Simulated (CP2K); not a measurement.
# BiTe (Fm-3m) in CP2K: further runs

Runs on BiTe. Level: r2SCAN. Tasks: single point, equation of state.

All numbers are computed with CP2K 2026.2; they aren't measurements. Logs are shortened: lines on timing, memory, paths and dates and some standing lists are left out, and cuts for length are marked.

## Step 1: Starting point

The structure is cubic, space group Fm-3m (No. 225). Conventional cell: a = 6.470 Å, b = 6.470 Å, c = 6.470 Å, α = 90.00°, β = 90.00°, γ = 90.00°. Bi (site symmetry m-3m) has 6 Te at 3.24 Å as nearest neighbours. Around Te (site symmetry m-3m) lie 6 Bi at 3.24 Å.

## Step 2: Single point, r2SCAN, 33.86 Å³/atom

Contents of bite_eos.inp:

```
&GLOBAL
  PROJECT bite_eos
  RUN_TYPE ENERGY_FORCE
  PRINT_LEVEL LOW
&END GLOBAL
&FORCE_EVAL
  METHOD QS
  STRESS_TENSOR ANALYTICAL
  &DFT
    BASIS_SET_FILE_NAME BASIS_MOLOPT_UZH
    POTENTIAL_FILE_NAME POTENTIAL_UZH
    &MGRID
      CUTOFF 675
      REL_CUTOFF 60
      NGRIDS 4
    &END MGRID
    &QS
      METHOD GPW
      EPS_DEFAULT 1.0E-9
    &END QS
    &KPOINTS
      SCHEME MONKHORST-PACK 7 7 7
      GAMMA_CENTERED T
      SYMMETRY T
      SYMMETRY_BACKEND SPGLIB
    &END KPOINTS
    &SCF
      SCF_GUESS ATOMIC
      EPS_SCF 1.0E-6
      MAX_SCF 100
      ADDED_MOS 10
      CHOLESKY OFF
      EPS_EIGVAL 1.0E-7
      &DIAGONALIZATION ON
        ALGORITHM STANDARD
      &END DIAGONALIZATION
      &MIXING ON
        METHOD BROYDEN_MIXING
        ALPHA 0.4
        BETA 1.5
        NBUFFER 8
      &END MIXING
      &SMEAR ON
        METHOD FERMI_DIRAC
        ELECTRONIC_TEMPERATURE 1160.45
      &END SMEAR
    &END SCF
    &XC
      &XC_FUNCTIONAL
        &MGGA_X_R2SCAN
        &END MGGA_X_R2SCAN
        &MGGA_C_R2SCAN
        &END MGGA_C_R2SCAN
      &END XC_FUNCTIONAL
    &END XC
    &PRINT
      &KPOINTS ON
      &END KPOINTS
      &MULLIKEN ON
      &END MULLIKEN
      &MO ON
        ENERGIES T
        OCCUPATION_NUMBERS T
        &EACH
          QS_SCF 0
        &END EACH
        ADD_LAST NUMERIC
      &END MO
    &END PRINT
  &END DFT
  &SUBSYS
    &CELL
      A 4.5749808743 0.0000000000 0.0000000000
      B 2.2874904371 3.9620496590 0.0000000000
      C 2.2874904371 1.3206832197 3.7354562417
      PERIODIC XYZ
    &END CELL
    &COORD
      SCALED
      Bi  0.0000000000 0.0000000000 0.0000000000
      Te  0.5000000000 0.5000000000 0.5000000000
    &END COORD
    &KIND Bi
      BASIS_SET TZVP-MOLOPT-SCAN-GTH-q5
      POTENTIAL GTH-SCAN-q5
    &END KIND
    &KIND Te
      BASIS_SET TZVP-MOLOPT-SCAN-GTH-q6
      POTENTIAL GTH-SCAN-q6
    &END KIND
    &PRINT
      &ATOMIC_COORDINATES ON
      &END ATOMIC_COORDINATES
      &CELL ON
      &END CELL
    &END PRINT
  &END SUBSYS
  &PRINT
    &FORCES ON
    &END FORCES
    &STRESS_TENSOR ON
    &END STRESS_TENSOR
  &END PRINT
&END FORCE_EVAL
```

Potentials or basis: POTENTIAL_UZH Bi GTH-SCAN-q5, Te GTH-SCAN-q6; TZVP-MOLOPT-SCAN-GTH basis.

Command:

```console
$ OMP_NUM_THREADS=1 cp2k.psmp -i bite_eos.inp -o bite_eos.out
```

bite_eos.out:

```text

 CP2K| version string:                                       CP2K version 2026.2
 CP2K| Input file name                                              bite_eos.inp

 GLOBAL| Force Environment number                                              1
 GLOBAL| Basis set file name                                    BASIS_MOLOPT_UZH
 GLOBAL| Potential file name                                       POTENTIAL_UZH
 GLOBAL| MM Potential file name                                     MM_POTENTIAL
 GLOBAL| Coordinate file name                                      __STD_INPUT__
 GLOBAL| Method name                                                        CP2K
 GLOBAL| Project name                                                   bite_eos
 GLOBAL| Run type                                                   ENERGY_FORCE
 GLOBAL| FFT library                                                       FFTW3
[... 8 lines left out ...]
 GLOBAL| CPU model name                                                  UNKNOWN

 CELL| Volume [angstrom^3]:                                            67.710006
 CELL| Vector a [angstrom]:       4.575     0.000     0.000   |a| =     4.574981
 CELL| Vector b [angstrom]:       2.287     3.962     0.000   |b| =     4.574981
 CELL| Vector c [angstrom]:       2.287     1.321     3.735   |c| =     4.574981
 CELL| Angle (b,c), alpha [degree]:                                    60.000000
 CELL| Angle (a,c), beta  [degree]:                                    60.000000
 CELL| Angle (a,b), gamma [degree]:                                    60.000000
 CELL| Numerically orthorhombic:                                              NO
 CELL| Periodicity                                                           XYZ

 CELL_REF| Volume [angstrom^3]:                                        67.710006
 CELL_REF| Vector a [angstrom     4.575     0.000     0.000   |a| =     4.574981
 CELL_REF| Vector b [angstrom     2.287     3.962     0.000   |b| =     4.574981
 CELL_REF| Vector c [angstrom     2.287     1.321     3.735   |c| =     4.574981
 CELL_REF| Angle (b,c), alpha [degree]:                                60.000000
 CELL_REF| Angle (a,c), beta  [degree]:                                60.000000
 CELL_REF| Angle (a,b), gamma [degree]:                                60.000000
 CELL_REF| Numerically orthorhombic:                                          NO
 CELL_REF| Periodicity                                                       XYZ
[... 10 lines left out ...]

  Total number of            - Atomic kinds:                                   2
                             - Atoms:                                          2
                             - Shell sets:                                     2
                             - Shells:                                        14
                             - Primitive Cartesian functions:                  9
                             - Cartesian basis functions:                     36
                             - Spherical basis functions:                     34

  Maximum angular momentum of- Orbital basis functions:                        2
                             - Local part of the GTH pseudopotential:          0
                             - Non-local part of the GTH pseudopotential:      4

 MODULE QUICKSTEP: ATOMIC COORDINATES IN ANGSTROM

   Atom Kind Element         X             Y             Z       Z(eff)     Mass
      1    1 Bi   83      0.000000      0.000000      0.000000   5.0000 208.9804
      2    2 Te   52      4.574981      2.641366      1.867728   6.0000 127.6000

 SCF PARAMETERS         Density guess:                                    ATOMIC
                        --------------------------------------------------------
                        max_scf:                                             100
                        max_scf_history:                                       0
                        max_diis:                                              4
[... 5 lines left out ...]
                        --------------------------------------------------------
                        level_shift [a.u.]:                             0.000000
                        added MOs                                        10    0
                        --------------------------------------------------------
                        Mixing method:                            BROYDEN_MIXING
                                                charge density mixing in g-space
                        --------------------------------------------------------
                        Smear method:                                FERMI_DIRAC
                        Electronic temperature [K]:                       1160.5
                        Electronic temperature [a.u.]:                  3.67E-03
                        Accuracy threshold:                             1.00E-10
[... 40 lines left out ...]
     1 NoMix/Diag. 0.40E+00    3.0     0.42794080       -13.7540030194 -1.38E+01
     2 Broy./Diag. 0.40E+00    4.9     0.01325361       -13.7749928484 -2.10E-02
     3 Broy./Diag. 0.40E+00    4.9     0.04598702       -13.7196669090  5.53E-02
     4 Broy./Diag. 0.40E+00    4.9     0.00558190       -13.7440402628 -2.44E-02
     5 Broy./Diag. 0.40E+00    4.9     0.00634027       -13.7146934437  2.93E-02
     6 Broy./Diag. 0.40E+00    4.9     0.00042901       -13.7105958382  4.10E-03
     7 Broy./Diag. 0.40E+00    4.9     0.00043157       -13.7073005582  3.30E-03
     8 Broy./Diag. 0.40E+00    4.9     0.00039238       -13.7058536223  1.45E-03
     9 Broy./Diag. 0.40E+00    4.9     0.00015036       -13.7060765726 -2.23E-04
    10 Broy./Diag. 0.40E+00    4.9     0.00004635       -13.7057367589  3.40E-04
    11 Broy./Diag. 0.40E+00    4.9     0.00003334       -13.7057622956 -2.55E-05
    12 Broy./Diag. 0.40E+00    4.9     0.00000231       -13.7057813681 -1.91E-05
    13 Broy./Diag. 0.40E+00    4.9     0.00000331       -13.7057742187  7.15E-06
    14 Broy./Diag. 0.40E+00    4.9     0.00000025       -13.7057734109  8.08E-07

  *** SCF run converged in    14 steps ***

  Electronic density on regular grids:        -10.9999999996        0.0000000004
  Core density on regular grids:               10.9999999658       -0.0000000342
  Total charge density on r-space grids:       -0.0000000339
  Total charge density g-space grids:          -0.0000000339

  Overlap energy of the core charge distribution:               0.00000000001121
  Self energy of the core charge distribution:                -29.15833368352099
  Core Hamiltonian energy:                                      5.80590923290977
  Hartree energy:                                              12.78833546100937
  Exchange-correlation energy:                                 -3.13966562460272
  Electronic entropic energy:                                  -0.00201879679772
  Fermi energy:                                                 0.17840191055494

  Total energy:                                               -13.70577341092131
  Total energy (extrapolated to T->0):                        -13.70476401252245

 MO| EIGENVALUES AND OCCUPATION NUMBERS FOR K POINT 1
 MO|
 MO|  Index      Eigenvalue [a.u.]        Eigenvalue [eV]             Occupation
 MO|      1              -0.281219              -7.652347               2.000000
 MO|      2              -0.232638              -6.330409               2.000000
 MO|      3               0.092528               2.517811               2.000000
 MO|      4               0.092528               2.517812               2.000000
 MO|      5               0.117347               3.193170               2.000000
 MO|      6               0.156750               4.265378               1.994492
[... 8 lines left out ...]
 MO|     15               0.723310              19.682267               0.000000
 MO|     16               0.723310              19.682271               0.000000
 MO| Sum:                                                              15.982305
 MO| E(Fermi):            0.178402 a.u.          4.854563 eV
[... 269 lines left out ...]
 MO|      2              -0.184658              -5.024804               2.000000
 MO|      3               0.083490               2.271883               2.000000
 MO|      4               0.083490               2.271883               2.000000
 MO|      5               0.100703               2.740276               2.000000
 MO|      6               0.189311               5.151407               0.097744
[... 8 lines left out ...]
 MO|     15               0.756592              20.587902               0.000000
 MO|     16               0.780392              21.235545               0.000000
 MO| Sum:                                                              10.246915
 MO| E(Fermi):            0.178402 a.u.          4.854563 eV

 [... the levels of further k-points ...]

 !-----------------------------------------------------------------------------!
                     Mulliken Population Analysis

 #  Atom  Element  Kind  Atomic population                           Net charge
       1     Bi       1          4.692929                              0.307071
       2     Te       2          6.307071                             -0.307071
 # Total charge                             11.000000                  0.000000

 !-----------------------------------------------------------------------------!

 ENERGY| Total FORCE_EVAL ( QS ) energy [hartree]            -13.705772610574900

 FORCES| Atomic forces [hartree/bohr]
 FORCES|   Atom     x               y               z               |f|
 FORCES|      1 -3.48595543E-15  1.68107710E-16 -5.14446321E-16   3.52771888E-15
 FORCES|      2 -4.09015061E-14 -1.00776324E-14  7.25557635E-14   8.38977395E-14
 FORCES| Sum    -4.43874615E-14 -9.90952470E-15  7.20413172E-14
 FORCES| Total atomic force                                       8.51962253E-14

 STRESS| Analytical stress tensor [bar]
 STRESS|                        x                   y                   z
 STRESS|      x       -5.58819844981E+03   4.30002428841E-03  -1.79315334895E-03
 STRESS|      y        4.30002428841E-03  -5.58826400523E+03  -3.30679356179E-02
 STRESS|      z       -1.79315334895E-03  -3.30679356179E-02  -5.58828819668E+03
 STRESS| 1/3 Trace                                            -5.58825021724E+03
 STRESS| Determinant                                          -1.74512898162E+11

 STRESS| Eigenvectors and eigenvalues of the analytical stress tensor [bar]
 STRESS|                        1                   2                   3
 STRESS| Eigenvalues  -5.58831132045E+03  -5.58824137275E+03  -5.58819795852E+03
 STRESS|      x          -0.008828184345     -0.105421138044      0.994388478822
 STRESS|      y           0.573365837046      0.814184489723      0.091406966922
 STRESS|      z           0.819251902695     -0.570955340064     -0.053257108291
```

Run time: 81 s. Hardware: 1 thread of Arm Neoverse V1, shared host; peak memory 0.42 GiB.

What came out:

```yaml
Free_energy: -372.9530 eV
Pressure: -0.6 GPa
Band_gap_on_the_k_mesh: none (metal or under the smearing width)
Mulliken_charges: Bi +0.31; Te -0.31 e
```

Caveat: Mulliken charges move with the basis; spin-orbit coupling is left out, which moves the levels of the heavy elements; the basis of atomic orbitals isn't converged, which shifts pressures, moduli and gaps.

## Step 3: Single point, r2SCAN, 33.18 Å³/atom (volume scaled by 0.98)

Changes to bite_eos.inp since step 2:

```diff
@@ -11,2 +11,3 @@
     POTENTIAL_FILE_NAME POTENTIAL_UZH
+    WFN_RESTART_FILE_NAME previous-RESTART.kp
     &MGRID
@@ -27,3 +28,3 @@
     &SCF
-      SCF_GUESS ATOMIC
+      SCF_GUESS RESTART
       EPS_SCF 1.0E-6
@@ -72,5 +73,5 @@
     &CELL
-      A 4.5749808743 0.0000000000 0.0000000000
-      B 2.2874904371 3.9620496590 0.0000000000
-      C 2.2874904371 1.3206832197 3.7354562417
+      A 4.5442753795 0.0000000000 0.0000000000
+      B 2.2721376897 3.9354579205 0.0000000000
+      C 2.2721376897 1.3118193069 3.7103853102
       PERIODIC XYZ
```

Potentials or basis: POTENTIAL_UZH Bi GTH-SCAN-q5, Te GTH-SCAN-q6; TZVP-MOLOPT-SCAN-GTH basis.

Command:

```console
$ OMP_NUM_THREADS=1 cp2k.psmp -i bite_eos.inp -o bite_eos.out
```

It took 99 s on 1 thread of Arm Neoverse V1, shared host; peak memory 0.41 GiB.

It converged, with:

- Free energy: -372.9536 eV
- Pressure: 0.4 GPa
- Band gap on the k mesh: none (metal or under the smearing width)
- Mulliken charges: Bi +0.31; Te -0.31 e

Caveat: Mulliken charges move with the basis; spin-orbit coupling is left out, which moves the levels of the heavy elements; the basis of atomic orbitals isn't converged, which shifts pressures, moduli and gaps.

## Step 4: Single point, r2SCAN, 34.53 Å³/atom (volume scaled by 1.02)

Changes to bite_eos.inp since step 3:

```diff
@@ -73,5 +73,5 @@
     &CELL
-      A 4.5442753795 0.0000000000 0.0000000000
-      B 2.2721376897 3.9354579205 0.0000000000
-      C 2.2721376897 1.3118193069 3.7103853102
+      A 4.6052796439 0.0000000000 0.0000000000
+      B 2.3026398219 3.9882891632 0.0000000000
+      C 2.3026398219 1.3294297211 3.7601950835
       PERIODIC XYZ
```

Command:

```console
$ OMP_NUM_THREADS=1 cp2k.psmp -i bite_eos.inp -o bite_eos.out
```

Wall time 99 s (1 thread of Arm Neoverse V1, shared host); peak memory 0.41 GiB.

It converged, with:

```yaml
Free_energy: -372.9445 eV
Pressure: -1.5 GPa
Band_gap_on_the_k_mesh: none (metal or under the smearing width)
Mulliken_charges: Bi +0.30; Te -0.30 e
```

Caveat: Mulliken charges move with the basis; spin-orbit coupling is left out, which moves the levels of the heavy elements; the basis of atomic orbitals isn't converged, which shifts pressures, moduli and gaps.

## Step 5: Single point, r2SCAN, 32.50 Å³/atom (volume scaled by 0.96)

Changes to bite_eos.inp since step 4:

```diff
@@ -73,5 +73,5 @@
     &CELL
-      A 4.6052796439 0.0000000000 0.0000000000
-      B 2.3026398219 3.9882891632 0.0000000000
-      C 2.3026398219 1.3294297211 3.7601950835
+      A 4.5131492288 0.0000000000 0.0000000000
+      B 2.2565746144 3.9085018832 0.0000000000
+      C 2.2565746144 1.3028339611 3.6849709146
       PERIODIC XYZ
```

Command:

```console
$ OMP_NUM_THREADS=1 cp2k.psmp -i bite_eos.inp -o bite_eos.out
```

It took 1.7 min on 1 thread of Arm Neoverse V1, shared host; peak memory 0.41 GiB.

Results (log left out):

```yaml
Free_energy: -372.9452 eV
Pressure: 1.6 GPa
Band_gap_on_the_k_mesh: none (metal or under the smearing width)
Mulliken_charges: Bi +0.31; Te -0.31 e
```

Caveat: Mulliken charges move with the basis; spin-orbit coupling is left out, which moves the levels of the heavy elements; the basis of atomic orbitals isn't converged, which shifts pressures, moduli and gaps.

## Step 6: Single point, r2SCAN, 35.21 Å³/atom (volume scaled by 1.04)

Changes to bite_eos.inp since step 5:

```diff
@@ -73,5 +73,5 @@
     &CELL
-      A 4.5131492288 0.0000000000 0.0000000000
-      B 2.2565746144 3.9085018832 0.0000000000
-      C 2.2565746144 1.3028339611 3.6849709146
+      A 4.6351848951 0.0000000000 0.0000000000
+      B 2.3175924475 4.0141878704 0.0000000000
+      C 2.3175924475 1.3380626235 3.7846126188
       PERIODIC XYZ
```

Potentials or basis: POTENTIAL_UZH Bi GTH-SCAN-q5, Te GTH-SCAN-q6; TZVP-MOLOPT-SCAN-GTH basis.

Command:

```console
$ OMP_NUM_THREADS=1 cp2k.psmp -i bite_eos.inp -o bite_eos.out
```

It took 89 s on 1 thread of Arm Neoverse V1, shared host; peak memory 0.44 GiB.

The run converged. Its results:

* Free energy: -372.9287 eV
* Pressure: -2.3 GPa
* Band gap on the k mesh: none (metal or under the smearing width)
* Mulliken charges: Bi +0.30; Te -0.30 e

Caveat: Mulliken charges move with the basis; spin-orbit coupling is left out, which moves the levels of the heavy elements; the basis of atomic orbitals isn't converged, which shifts pressures, moduli and gaps.

## Step 7: Single point, r2SCAN, 31.82 Å³/atom (volume scaled by 0.94)

Changes to bite_eos.inp since step 6:

```diff
@@ -73,5 +73,5 @@
     &CELL
-      A 4.6351848951 0.0000000000 0.0000000000
-      B 2.3175924475 4.0141878704 0.0000000000
-      C 2.3175924475 1.3380626235 3.7846126188
+      A 4.4815877121 0.0000000000 0.0000000000
+      B 2.2407938560 3.8811688080 0.0000000000
+      C 2.2407938560 1.2937229360 3.6592010441
       PERIODIC XYZ
```

Command:

```console
$ OMP_NUM_THREADS=1 cp2k.psmp -i bite_eos.inp -o bite_eos.out
```

It took 76 s on 1 thread of Arm Neoverse V1, shared host; peak memory 0.42 GiB.

Results (log left out):

| Item | Value |
| --- | --- |
| Free energy | -372.9268 eV |
| Pressure | 2.8 GPa |
| Band gap on the k mesh | none (metal or under the smearing width) |
| Mulliken charges | Bi +0.32; Te -0.32 e |

Caveat: Mulliken charges move with the basis; spin-orbit coupling is left out, which moves the levels of the heavy elements; the basis of atomic orbitals isn't converged, which shifts pressures, moduli and gaps.

## Step 8: Single point, r2SCAN, 35.89 Å³/atom (volume scaled by 1.06)

Changes to bite_eos.inp since step 7:

```diff
@@ -73,5 +73,5 @@
     &CELL
-      A 4.4815877121 0.0000000000 0.0000000000
-      B 2.2407938560 3.8811688080 0.0000000000
-      C 2.2407938560 1.2937229360 3.6592010441
+      A 4.6647091618 0.0000000000 0.0000000000
+      B 2.3323545808 4.0397566354 0.0000000000
+      C 2.3323545808 1.3465855452 3.8087190816
       PERIODIC XYZ
```

Command:

```console
$ OMP_NUM_THREADS=1 cp2k.psmp -i bite_eos.inp -o bite_eos.out
```

Wall time 96 s (1 thread of Arm Neoverse V1, shared host); peak memory 0.44 GiB.

The run converged. Its results:

```
Free energy            : -372.9065 eV
Pressure               : -3.0 GPa
Band gap on the k mesh : none (metal or under the smearing width)
Mulliken charges       : Bi +0.30; Te -0.30 e
```

Caveat: Mulliken charges move with the basis; spin-orbit coupling is left out, which moves the levels of the heavy elements; the basis of atomic orbitals isn't converged, which shifts pressures, moduli and gaps.

## Step 9: Equation of state, r2SCAN

Potentials or basis: POTENTIAL_UZH Bi GTH-SCAN-q5, Te GTH-SCAN-q6; TZVP-MOLOPT-SCAN-GTH basis.

No new run: the results of the series are fitted here.

Results:

* Equilibrium volume: 33.47 Å³/atom
* Bulk modulus: 50 GPa
* Pressure derivative of the bulk modulus: 4.4

Energy against volume, from the lowest point:
| volume (Å³/atom) | energy (meV/atom) |
| --- | --- |
| 31.824 | 13.39 |
| 32.501 | 4.20 |
| 33.178 | 0.00 |
| 33.855 | 0.28 |
| 34.532 | 4.57 |
| 35.209 | 12.46 |
| 35.886 | 23.57 |

Caveat: spin-orbit coupling is left out, which moves the levels of the heavy elements; the basis of atomic orbitals isn't converged, which shifts pressures, moduli and gaps.
